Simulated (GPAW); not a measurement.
The system is MoSe.

```xyz
2
Lattice="3.5002 0.0000 0.0000 0.0000 3.5002 0.0000 0.0000 0.0000 3.5002" Properties=species:S:1:pos:R:3 pbc="T T T"
Mo    0.0000    0.0000    0.0000
Se    1.7501    1.7501    1.7501
```

The cell was built by a generator and needn't be a form met in nature.

Base run:

```yaml
Program: GPAW 26.7.0
Functional: LDA
Potentials_or_basis: the program's PAW data sets (release 1.2.1) made for this functional
Cutoff: 600 eV
Basis: pw
k_mesh: 8 × 8 × 8
Occupations: fermi-dirac, width 0.05 eV
Spin: no spin polarisation
Hubbard_terms: Mo d U = 1 eV
```

Its results: band gap on the k mesh none (metal or under the smearing width); pressure -31.9 GPa.

Task: After a change of settings the same cell gave: band gap on the k mesh 0.97 eV, indirect (least direct gap 2.10 eV); pressure -10.3 GPa. Which change was it?
A. hubbard terms from Mo d U = 1 eV to Mo d U = 2 eV
B. hubbard terms from Mo d U = 1 eV to Mo d U = 6 eV
C. hubbard terms from Mo d U = 1 eV to none

Result: B.

Caveats: a pressure of tens of GPa on the cell as given is suspect, and the run, the potentials or the cell itself is likely at fault (some runs); U without spin polarisation on a metal has little footing (some runs).

Runs at the PBE level aren't shown here.
